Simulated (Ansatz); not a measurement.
Write a Python script for the Ansatz DFT code, driven from Python that makes a short molecular-dynamics run of AsBH₅NO, SMILES B[As](N)O. Settings: BLYP, def2-SVP basis, multiplicity 1.

```xyz
9

B    -0.3975    1.0326   -1.0177
As    0.5343    0.5646    0.6854
N     1.2706   -0.9908   -0.1114
O    -0.8381   -0.3481    1.3336
H    -0.1326    0.5865   -2.0788
H    -1.3164    1.8908   -0.9944
H     1.7952   -1.5170    0.6790
H     0.5647   -1.5801   -0.4536
H    -1.3917    0.3152    1.9409
```

`md_asbh5no.py`:
```python
"""Molecular dynamics of one AsBH5NO molecule."""

import ansatz as az
import numpy as np

GEOMETRY = """
B    -0.39750    1.03260   -1.01770
As    0.53430    0.56460    0.68540
N     1.27060   -0.99080   -0.11140
O    -0.83810   -0.34810    1.33360
H    -0.13260    0.58650   -2.07880
H    -1.31640    1.89080   -0.99440
H     1.79520   -1.51700    0.67900
H     0.56470   -1.58010   -0.45360
H    -1.39170    0.31520    1.94090
"""

mol = az.Crystal.molecule()
for line in GEOMETRY.strip().splitlines():
    symbol, *xyz = line.split()
    mol = mol.atom(symbol, [float(v) for v in xyz])

calculation = (
    mol.calculation()
    .basis(gaussian="def2-SVP")
    .functional("blyp")
    .md("nve", timestep=0.5, steps=40, temperature=300, initial_velocities="maxwell_boltzmann", seed=20)
)
frames = []
calculation.session().plan().execute(on_event=lambda e: frames.append(e["data"]) if e["event"] == "md_step" else None)
print("t (fs)   E_pot (eV)      E_kin (eV)   T (K)   d(0-1) (A)")
for f in frames[::3]:
    xyz = np.array(f["positions_ang"])
    print(f"{f['time_fs']:6.2f} {f['lagrangian_ev']:14.5f} {f['e_kin_ev']:10.5f} {f['temperature_k']:8.1f} {np.linalg.norm(xyz[0] - xyz[1]):9.4f}")
kept = np.array([f["conserved_ev"] for f in frames])
print(f"conserved energy moves by at most {1000 * np.ptp(kept):.3f} meV")
symbols = [site.symbol for site in mol.cartesian_sites]
with open("last_frame.xyz", "w") as handle:
    handle.write(f"{len(symbols)}\nt = {frames[-1]['time_fs']} fs\n")
    handle.writelines("{:2s} {:10.5f} {:10.5f} {:10.5f}\n".format(s, *xyz) for s, xyz in zip(symbols, frames[-1]["positions_ang"]))
```

```console
$ python md_asbh5no.py
t (fs)   E_pot (eV)      E_kin (eV)   T (K)   d(0-1) (A)
  0.00   -65123.72359    0.27145    300.0    1.9970
  1.50   -65123.90036    0.44364    490.3    1.9925
  3.00   -65123.85514    0.39887    440.8    1.9917
  4.50   -65123.69585    0.24451    270.2    1.9946
  6.00   -65123.87998    0.42305    467.6    2.0008
  7.50   -65123.88252    0.42697    471.9    2.0092
  9.00   -65123.77781    0.32547    359.7    2.0190
 10.50   -65123.92776    0.47271    522.4    2.0294
 12.00   -65124.02378    0.56617    625.7    2.0401
 13.50   -65123.87291    0.42153    465.9    2.0510
 15.00   -65124.04709    0.59061    652.7    2.0621
 16.50   -65124.09799    0.64149    709.0    2.0734
 18.00   -65123.92151    0.46882    518.1    2.0845
 19.50   -65123.97429    0.52108    575.9    2.0947
conserved energy moves by at most 6.458 meV
```

It writes `last_frame.xyz`:
```text
9
t = 20.0 fs
B    -0.55042    1.06562   -1.00539
As    0.58958    0.56552    0.68310
N     1.34769   -1.00033   -0.09028
O    -1.05849   -0.33273    1.29922
H    -0.22399    0.41813   -2.01973
H    -1.49924    1.76684   -0.92041
H     2.00471   -1.53446    0.56521
H     0.62497   -1.61970   -0.37538
H    -1.42941    0.13078    2.13440
```

Total energies depend on the basis set; only differences at equal settings carry meaning. The trajectory is only some femtoseconds long, so its temperature is not equilibrated; where the script doesn't relax first, it starts from a rough generated geometry. The temperature counts the internal degrees of freedom alone. Wall time of the script: 2.1 min on 1 thread of Arm Neoverse V2, with other jobs on the host, peak memory 0.21 GiB.

(Lines on the test bed's own set-up are left out of the output.)
